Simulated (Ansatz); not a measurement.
**GaHCl (SMILES [Cl][GaH]) at 6 levels**

Wanted: a comparison of 6 runs (UCAM-B3LYP/STO-3G, UHSE06/STO-3G, UPBE/STO-3G, USVWN5/STO-3G, RPA@PBE/STO-3G, UCCSD/STO-3G) of GaHCl. 

The calculation is run with Ansatz 0.2.0.

99 further runs of the same task are left out: 46 that didn't finish, 53 set aside as unsound or not needed.

### 1 Starting point

GaHCl has 3 atoms, charge 0, and is taken as a doublet. SMILES: `[Cl][GaH]`. The H3–Ga2 distance was set to 3.207 Å, away from the relaxed value. At this shape a bond of the SMILES string is far longer than usual.

Bond lengths: Cl1–Ga2 2.168 Å.

### 2 A single-point energy at UCAM-B3LYP/STO-3G (run 1)

in.yaml reads:

```yaml
crystal:
  periodic: [false, false, false]
  atoms:
    - {symbol: Cl, position_ang: [2.410074, -1.484762, 1.159190]}
    - {symbol: Ga, position_ang: [0.548274, -1.876962, 0.120690]}
    - {symbol: H, position_ang: [-1.210500, 0.710000, -0.586300]}
basis:
  gaussian: {orbitals: STO-3G}
accuracy: high
hamiltonian: {xc: {name: CAM-B3LYP}}
magnetization: {spin_polarized: true, initial_magnetization: 1}
```

The run is started by

```sh
$ ansatz run in.yaml --threads 1 --pin off --max-ram 2610MiB --events-out events.jsonl --progress --plain --runs-dir runs
```

The program printed:

```text
Warning: RAYON_NUM_THREADS=1 ignored (pool sized by the plan → 1); use --threads N
Functional definition: CAM-B3LYP
  name "CAM-B3LYP"
  parameter alpha = 0.19
  parameter beta = 0.46
  parameter omega = 0.33/bohr
  parameter ac = 0.81
  exchange = (1 - alpha - beta)*b88_x + beta*b88_x_sr(omega) + alpha*exact_x + beta*exact_x_lr(omega)
  correlation = (1 - ac)*vwn5_c + ac*lyp_c
392 factors; integrals over basis functions are off by at most 6.4e-9 eV
129 factors; integrals over basis functions are off by at most 1.0e-9 eV
mean field evaluation 1: about -63724.4552 eV, gradient 1.2e2 eV
mean field evaluation 2: about -64007.0254 eV, gradient 5.1e1 eV
mean field evaluation 4: about -64144.5709 eV, gradient 1.4e1 eV
mean field evaluation 8: about -64144.5711 eV, gradient 1.4e1 eV
mean field evaluation 16: about -64162.0684 eV, gradient 6.1e-2 eV
mean field evaluation 32: about -64162.1386 eV, gradient 4.0e-2 eV
mean field evaluation 64: about -64162.0687 eV, gradient 3.4e-3 eV
mean field evaluation 96: about -64162.3564 eV, gradient 1.4e-1 eV
mean field evaluation 128: about -64162.1959 eV, gradient 9.1e-1 eV
mean field evaluation 160: about -64162.2303 eV, gradient 1.8e-2 eV
mean field evaluation 192: about -64162.3111 eV, gradient 8.2e-2 eV
mean field evaluation 224: about -64162.3674 eV, gradient 1.0e-1 eV
mean field -64162.37427032 eV, -2357.9237636150 hartree, gradient 6.2e-8 eV, S^2 1.446722; 13 other end points of the search recorded, 0 dependent functions left out
reference -64162.37428417 eV, -2357.9237641240 hartree; 25, 24 occupied and 3, 4 virtual orbitals, 392 factors
Total energy: -64162.37428417 eV, -2357.9237641240 hartree
```

It took 52 s on 1 thread of Arm Neoverse V1, shared host; peak memory 0.14 GiB.

### 3 The energy at UHSE06/STO-3G (run 2)

in.yaml: that of step 2 with these lines changed.

```diff
@@ -7,5 +7,9 @@
 basis:
-  gaussian: {orbitals: STO-3G}
+  gaussian:
+    orbitals: STO-3G
+magnetization:
+  spin_polarized: true
+  initial_magnetization: 1
+hamiltonian:
+  xc: {name: HSE06}
 accuracy: high
-hamiltonian: {xc: {name: CAM-B3LYP}}
-magnetization: {spin_polarized: true, initial_magnetization: 1}
```

The run is started by

```sh
$ ansatz run in.yaml --threads 1 --pin off --max-ram 2610MiB --events-out events.jsonl --progress --plain --runs-dir runs
```

The program printed:

```text
Warning: RAYON_NUM_THREADS=1 ignored (pool sized by the plan → 1); use --threads N
Functional definition: HSE06
  name "HSE06"
  parameter a = 0.25
  parameter omega = 0.11/bohr
  exchange = pbe_x - a*pbe_x_sr(omega) + a*exact_x_sr(omega)
  correlation = pbe_c
392 factors; integrals over basis functions are off by at most 6.4e-9 eV
55 factors; integrals over basis functions are off by at most 1.7e-9 eV
mean field evaluation 1: about -63698.0598 eV, gradient 7.9e1 eV
mean field evaluation 2: about -63995.5498 eV, gradient 4.9e1 eV
mean field evaluation 4: about -64139.6642 eV, gradient 2.6e1 eV
mean field evaluation 8: about -64149.1250 eV, gradient 1.0e1 eV
mean field evaluation 16: about -64151.6333 eV, gradient 6.9e-1 eV
mean field evaluation 32: about -64151.9303 eV, gradient 1.2e-2 eV
mean field evaluation 64: about -64152.1405 eV, gradient 1.4e-2 eV
mean field evaluation 96: about -64151.5046 eV, gradient 2.1e0 eV
mean field evaluation 128: about -64151.8874 eV, gradient 3.0e-6 eV
mean field evaluation 160: about -64151.9302 eV, gradient 9.0e-3 eV
mean field evaluation 192: about -64152.0981 eV, gradient 9.0e-2 eV
mean field evaluation 224: about -64151.9280 eV, gradient 5.6e-2 eV
mean field evaluation 256: about -64152.0766 eV, gradient 1.2e0 eV
mean field evaluation 288: about -64152.0094 eV, gradient 1.2e-1 eV
mean field -64152.14055737 eV, -2357.5476816008 hartree, gradient 9.8e-8 eV, S^2 1.455550; 17 other end points of the search recorded, 0 dependent functions left out
reference -64152.14055940 eV, -2357.5476816754 hartree; 25, 24 occupied and 3, 4 virtual orbitals, 392 factors
Total energy: -64152.14055940 eV, -2357.5476816754 hartree
```

Run time: 64 s. Hardware: 1 thread of Arm Neoverse V1, shared host; peak memory 0.14 GiB.

Runs 3 to 4 aren't shown in full; the table further down has their settings and results.

### 4 A single-point energy at RPA@PBE/STO-3G (run 5)

in.yaml reads:

```yaml
crystal:
  periodic: [false, false, false]
  atoms:
    - symbol: Cl
      position_ang: [2.410074, -1.484762, 1.159190]
    - symbol: Ga
      position_ang: [0.548274, -1.876962, 0.120690]
    - symbol: H
      position_ang: [-1.210500, 0.710000, -0.586300]
basis:
  gaussian:
    orbitals: STO-3G
hamiltonian:
  xc: pbe
accuracy: high
magnetization:
  spin_polarized: true
  initial_magnetization: 1
correlation:
  method: rpa
  frozen_orbitals: {Cl: 5, Ga: 9, H: 0}
```

The run is started by

```sh
$ ansatz run in.yaml --threads 1 --pin off --max-ram 2610MiB --events-out events.jsonl --progress --plain --runs-dir runs
```

The program printed:

```text
Warning: RAYON_NUM_THREADS=1 ignored (pool sized by the plan → 1); use --threads N
Functional definition: PBE
  name "PBE"
  parameter kappa = 0.804
  parameter beta = 0.06672455060314922
  exchange = pbe_x(kappa = kappa, mu = beta*pi^2/3)
  correlation = pbe_c(beta = beta)
392 factors; integrals over basis functions are off by at most 6.4e-9 eV
mean field evaluation 1: about -63685.7412 eV, gradient 5.1e1 eV
mean field evaluation 2: about -63685.6696 eV, gradient 5.1e1 eV
mean field evaluation 4: about -64117.0926 eV, gradient 3.4e1 eV
mean field evaluation 8: about -64138.4058 eV, gradient 1.9e1 eV
mean field evaluation 16: about -64146.1831 eV, gradient 2.8e0 eV
mean field evaluation 32: about -64146.5154 eV, gradient 1.8e-8 eV
mean field evaluation 64: about -64133.7067 eV, gradient 2.5e1 eV
mean field evaluation 96: about -64145.6944 eV, gradient 1.8e-8 eV
mean field evaluation 128: about -64145.9829 eV, gradient 8.2e-2 eV
mean field evaluation 160: about -64146.4209 eV, gradient 2.0e0 eV
mean field evaluation 192: about -64146.5145 eV, gradient 1.0e-1 eV
mean field evaluation 224: about -64145.9523 eV, gradient 5.7e-1 eV
mean field evaluation 256: about -64145.8903 eV, gradient 1.9e0 eV
mean field evaluation 288: about -64146.5149 eV, gradient 3.3e-2 eV
mean field evaluation 320: about -64135.3114 eV, gradient 3.4e1 eV
mean field evaluation 352: about -64146.5150 eV, gradient 2.8e-2 eV
mean field evaluation 384: about -64146.1897 eV, gradient 2.5e0 eV
mean field -64146.51537210 eV, -2357.3409598549 hartree, gradient 2.4e-8 eV, S^2 1.455773; 13 other end points of the search recorded, 0 dependent functions left out
14 core orbitals not correlated: weight in the atoms' cores, before any rotation towards them, 1.000 or more for the frozen orbitals, at most 0.000 for the correlated occupied ones
reference -64107.39542317 eV, -2355.9033282483 hartree; 11, 10 occupied and 3, 4 virtual orbitals, 392 factors
Total energy: -64115.59693555 eV, -2356.2047282690 hartree
```

It took 42 s on 1 thread of Arm Neoverse V1, shared host; peak memory 0.14 GiB.

### 5 A single-point energy at UCCSD/STO-3G (run 6)

in.yaml reads:

```yaml
crystal:
  periodic: [false, false, false]
  atoms:
    - symbol: Cl
      position_ang: [2.410074, -1.484762, 1.159190]
    - symbol: Ga
      position_ang: [0.548274, -1.876962, 0.120690]
    - symbol: H
      position_ang: [-1.210500, 0.710000, -0.586300]
basis:
  gaussian: {orbitals: STO-3G}
magnetization: {spin_polarized: true, initial_magnetization: 1}
correlation: {method: ccsd, frozen_orbitals: {Cl: 5, Ga: 9, H: 0}}
accuracy: high
scf: {omitted_lower_state_checks: [cluster_reference, increment]}
```

The run is started by

```sh
$ ansatz run in.yaml --threads 1 --pin off --max-ram 2610MiB --events-out events.jsonl --progress --plain --runs-dir runs
```

The program printed:

```text
Warning: RAYON_NUM_THREADS=1 ignored (pool sized by the plan → 1); use --threads N
[... 21 lines left out ...]
14 core orbitals not correlated: weight in the atoms' cores, before any rotation towards them, 0.999 or more for the frozen orbitals, at most 0.001 for the correlated occupied ones
[... 181 lines left out ...]
Total energy: -64112.90675910 eV, -2356.1058661078 hartree
Checks for a lower state left out: cluster_reference, increment
```

Wall time 4.8 s (1 thread of Arm Neoverse V1, shared host).

### 6 All runs side by side

| run | level | frozen core orbitals | energy (Eh) | ⟨S²⟩ | wall time |
| --- | --- | --- | --- | --- | --- |
| 1 | UCAM-B3LYP/STO-3G | – | -2357.923764 | 1.447 | 52 s |
| 2 | UHSE06/STO-3G | – | -2357.547682 | 1.456 | 64 s |
| 3 | UPBE/STO-3G | – | -2357.340960 | 1.456 | 36 s |
| 4 | USVWN5/STO-3G | – | -2353.120460 | 1.393 | 13 s |
| 5 | RPA@PBE/STO-3G | 14 | -2356.204728 | 1.456 | 42 s |
| 6 | UCCSD/STO-3G | 14 | -2356.105866 | 1.732 | 4.8 s |

### 7 Results

| quantity | value |
| --- | --- |
| run 6: total energy | -2356.10587 Eh |
| run 6: correlation energy (14 core orbitals frozen) | -35.5 mEh |
| run 6: ⟨S²⟩ of the reference determinant | 1.732 |
| run 6: T1 diagnostic | 0.019 |

**Reading.** Totals of different functionals can't be ranked against each other. In runs 1, 2, 3, 4, 5, 6 the basis is minimal, so the values are rough. Spin contamination of the reference: run 6 ⟨S²⟩ = 1.73, run 5 ⟨S²⟩ = 1.46, run 3 ⟨S²⟩ = 1.46, run 2 ⟨S²⟩ = 1.46, run 1 ⟨S²⟩ = 1.45, run 4 ⟨S²⟩ = 1.39. Where it is this large, the reference is a mixture of spin states, and values that rest on it are in doubt. All runs together took 3.5 min, the longest 64 s.
